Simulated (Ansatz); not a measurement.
# Nb: pressure against volume

One table from this session's results is given with a row withheld; the runs are named, their logs left out.

Method: DFT LDA, scalar-relativistic, in Ansatz 0.2.0.

## Starting point

The structure is cubic, space group Fm-3m (No. 225). Conventional cell: a = 4.230 Å, b = 4.230 Å, c = 4.230 Å, α = 90.00°, β = 90.00°, γ = 90.00°. Nb (site symmetry m-3m) is surrounded by 12 Nb at 2.99 Å.

Structure file:

```
CELL_PARAMETERS angstrom
0.00000 2.11500 2.11500
2.11500 0.00000 2.11500
2.11500 2.11500 0.00000
ATOMIC_POSITIONS crystal
Nb 0.00000 0.00000 0.00000
```

Set-up of the first run:

File input.yaml:

```yaml
crystal:
  lattice:
    - [0.0, 2.0864154149, 2.0864154149]
    - [2.0864154149, 0.0, 2.0864154149]
    - [2.0864154149, 2.0864154149, 0.0]
  atoms:
    - { symbol: Nb, position: [0.0, 0.0, 0.0] }
kpoints:
  mp_grid: { grid: [13, 13, 13] }
  band_path:
    path:
      - [0.0, 0.0, 0.0]
      - [0.5, 0.0, 0.5]
      - [0.625, 0.25, 0.625]
      - [0.375, 0.375, 0.75]
      - [0.0, 0.0, 0.0]
      - [0.5, 0.5, 0.5]
      - [0.5, 0.25, 0.75]
      - [0.5, 0.0, 0.5]
    npoints: 5
scf:
  occupations: { method: fermi_dirac, width: 0.03 }
hamiltonian:
  xc: lda
  pseudopotentials: { kind: all_electron, lapw: { basis_error: 0.0005 } }
output:
  forces: true
  stress: true
  eigenvalues: true
```

On the command line:

```bash
> ansatz run input.yaml --threads 1 --pin off --max-ram 3072MiB --backend cpu --events-out ev --progress --plain --runs-dir out
```

Among the steps run: Volume × 0.96, LAPW; Volume × 0.96, PAW; Volume × 0.96, crystal datasets; Volume × 0.99, LAPW; Volume × 0.99, PAW; Volume × 0.99, crystal datasets; Volume × 1.02, LAPW; Volume × 1.02, PAW; Volume × 1.02, crystal datasets; Volume × 1.06, LAPW; Volume × 1.06, PAW; Volume × 1.06, crystal datasets.

One of the session's tables, all rows but one given; the rest of the session is left out.

It belongs to the step «Fits». 

| method | volume (Å³/atom) | pressure (GPa) |
| --- | --- | --- |
| LAPW | 18.165 | -3.84 |
| LAPW | 18.733 | -8.82 |
| LAPW | 19.300 | -13.10 |
| LAPW | 20.057 | -17.83 |
| PAW | 18.165 | -3.83 |
| PAW | 18.733 | -8.81 |
| PAW | 19.300 | -13.09 |
| PAW | 20.057 | ? |
| crystal datasets | 18.165 | -3.84 |
| crystal datasets | 18.733 | -8.82 |
| crystal datasets | 19.300 | -13.10 |
| crystal datasets | 20.057 | -17.83 |

**Question.** Estimate the row for PAW, 20.057.

The run gave: pressure (GPa): -17.82. In the column «pressure (GPa)» it lies between crystal datasets, 20.057 (-17.83) and LAPW, 19.300 (-13.10).

To keep in mind: Warnings in the runs' records: gradients without spin orbit, crystal datasets made.
